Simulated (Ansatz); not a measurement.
# Mg5Te3: the cost of one run

Method: DFT PBE, scalar-relativistic, plane waves, PAW, unless a step names another level, in Ansatz 0.2.0.

6 further runs of the same task are left out: 5 that didn't finish, 1 set aside as unsound or not needed. Runs told in other sessions of the task aren't counted.

## Step 1: Starting point

It takes space group P-3m1 (No. 164, trigonal). The conventional cell has a = 4.139 Å, b = 4.139 Å, c = 15.138 Å, α = 90.00°, β = 90.00°, γ = 120.00°. Mg (site symmetry 3m) has 3 Te at 2.95 Å and 4 Mg at 3.35 to 3.49 Å in its first shell of neighbours. Around Mg (site symmetry -3m) lie 6 Mg at 3.35 Å. Mg (site symmetry 3m) has 6 Te at 2.96 to 2.97 Å in its first shell of neighbours. Around Te (site symmetry 3m) lie 6 Mg at 2.95 to 2.97 Å. Te (site symmetry -3m) has 6 Mg at 2.96 Å in its first shell of neighbours.

Coordinates:

```
CELL_PARAMETERS angstrom
4.13889 0.00000 0.00000
-2.06944 3.58438 0.00000
0.00000 0.00000 15.13815
ATOMIC_POSITIONS crystal
Mg 0.66667 0.33333 0.65471
Mg 0.00000 0.00000 0.50000
Mg 0.33333 0.66667 0.34529
Mg 0.33333 0.66667 0.11503
Mg 0.66667 0.33333 0.88497
Te 0.33333 0.66667 0.76850
Te 0.66667 0.33333 0.23150
Te 0.00000 0.00000 0.00000
```

It came out lowest among 17 distinct ends of the trial cells. At a tolerance of 0.05 Å it has space group P-3m1 (No. 164).

## Step 2: Tight relaxation for the response runs, on the response runs' mesh and smearing

The input, input.yaml:

```yaml
crystal:
  lattice:
    - [4.1388870928, 0.0, 0.0]
    - [-2.0694435464, 3.5843813658, 0.0]
    - [0.0, 0.0, 15.1381490887]
  atoms:
    - { symbol: Mg, position: [0.6666666667, 0.3333333333, 0.6547060001] }
    - { symbol: Mg, position: [0.0, 0.0, 0.5] }
    - { symbol: Mg, position: [0.3333333333, 0.6666666667, 0.3452939999] }
    - { symbol: Mg, position: [0.3333333333, 0.6666666667, 0.1150333344] }
    - { symbol: Mg, position: [0.6666666667, 0.3333333333, 0.8849666656] }
    - { symbol: Te, position: [0.3333333333, 0.6666666667, 0.7684998166] }
    - { symbol: Te, position: [0.6666666667, 0.3333333333, 0.2315001834] }
    - { symbol: Te, position: [0.0, 0.0, 0.0] }
basis:
  ecutwfc: 420
kpoints:
  mp_grid: { grid: [12, 12, 2] }
hamiltonian:
  xc: pbe
scf:
  occupations: { method: gaussian, width: 0.1 }
output:
  forces: true
  stress: true
  eigenvalues: true
relax:
  adjacent_minimum: "off"
  f_tol: 0.001
  max_steps: 60
  cell: { stress_tol: 0.01 }
```

Started as:

```sh
ansatz run input.yaml --threads 3 --pin off --max-ram 7680MiB --backend cpu --events-out ev --progress --plain --runs-dir out
```

Q: Estimate wall time and peak memory on 3 threads of Intel Xeon 6975P-C (Granite Rapids), shared host.

About 23 s, with a peak of 0.82 GiB.
